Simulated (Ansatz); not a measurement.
**C3H5IO: one species, many methods**

One table from this session's results is given with a row withheld; the runs are named, their logs left out.

The runs use Ansatz 0.2.0, Gaussian basis; functionals in def2-TZVPP, the program's frozen cores in correlated methods.

Levels to be run: PBE-D4, r2SCAN-D4, PBE0-D4, B3LYP-D4, ωB97X-V, ωB97M-V, B2PLYP; CCSD(T)/def2-TZVPP; MP2/def2-QZVPP; extrapolation to the limit.

### Structure used throughout

The geometry comes from an earlier relaxation with PBE0-D4 in a triple-zeta def2 set; it is a stationary point, not always the lowest conformer. I takes the def2 core potential; no spin-orbit term is included.

SMILES `IC1CCO1`, 10 atoms, charge 0, spin multiplicity 1.

Atoms are counted from 1 here; the program's logs count them from 0.

Bond lengths: I1–C2 2.202 Å, C2–C3 1.522 Å, C2–O5 1.390 Å, C2–H6 1.087 Å, C3–C4 1.530 Å, C3–H7 1.086 Å, C3–H8 1.091 Å, C4–O5 1.445 Å, C4–H9 1.090 Å, C4–H10 1.093 Å. Angles: I1–C2–C3 113.0°, I1–C2–O5 112.9°, I1–C2–H6 102.8°, C3–C2–O5 92.8°, C3–C2–H6 121.7°, O5–C2–H6 114.1°, C2–C3–C4 83.4°, C2–C3–H7 117.7°, C2–C3–H8 111.9°, C4–C3–H7 117.9°, C4–C3–H8 113.4°, H7–C3–H8 110.3°, C3–C4–O5 90.3°, C3–C4–H9 117.6°, C3–C4–H10 114.8°, O5–C4–H9 111.2°, O5–C4–H10 110.9°, H9–C4–H10 110.3° and more.

Set-up of the first run:

File in.yaml:

```yaml
crystal:
  periodic: [false, false, false]
  atoms:
    - {symbol: I, position_ang: [-1.239643, 2.194217, 1.040442]}
    - {symbol: C, position_ang: [-0.492597, 0.746684, -0.441141]}
    - {symbol: C, position_ang: [0.828605, 0.108435, -0.036308]}
    - {symbol: C, position_ang: [-0.050802, -1.110181, 0.250568]}
    - {symbol: O, position_ang: [-1.168565, -0.466919, -0.400463]}
    - {symbol: H, position_ang: [-0.602371, 1.284971, -1.379413]}
    - {symbol: H, position_ang: [1.370008, 0.552282, 0.794049]}
    - {symbol: H, position_ang: [1.493443, -0.028875, -0.890456]}
    - {symbol: H, position_ang: [0.207255, -2.047702, -0.243040]}
    - {symbol: H, position_ang: [-0.262433, -1.284112, 1.308764]}
basis:
  gaussian: {orbitals: def2-TZVPP}
hamiltonian: {xc: pbe, dispersion: d4}
output: {forces: true, orbitals: {seedname: orbitals}}
```

The run is started by

```
$ ansatz run in.yaml --threads 4 --pin off --events-out ev --progress --plain --max-ram 10444MiB
```

Steps of the session up to this table: PBE-D4 (GGA); r2SCAN-D4 (meta-GGA); PBE0-D4 (hybrid); B3LYP-D4 (hybrid); ωB97X-V (range-separated); ωB97M-V (range-separated); B2PLYP (double hybrid); CCSD(T) in def2-TZVPP; MP2 in def2-QZVPP.

One table of the session follows, with a row left open; its other results are not shown here.

| method | atomisation energy (eV) |
| --- | --- |
| PBE-D4 | 40.745 |
| r2SCAN-D4 | ? |
| PBE0-D4 | 39.787 |
| B3LYP-D4 | 39.242 |
| ωB97X-V | 39.410 |
| ωB97M-V | 39.379 |
| B2PLYP | 38.872 |
| HF/def2-TZVPP | 27.610 |
| MP2/def2-TZVPP | 39.288 |
| CCSD/def2-TZVPP | 37.572 |
| CCSD(T)/def2-TZVPP | 38.334 |
| MP2/CBS | 40.359 |
| CCSD(T)/CBS | 39.405 |

Q: Estimate the row for r2SCAN-D4 from the others.

**Answer.** atomisation energy (eV): 39.544. In the column «atomisation energy (eV)» it lies between ωB97X-V (39.410) and PBE0-D4 (39.787).

Caveats from the session: Free atoms (1 I, 3 C, 1 O, 5 H) were run apart at each level; the atomisation energy is their sum less the molecule, without zero-point or spin-orbit terms.
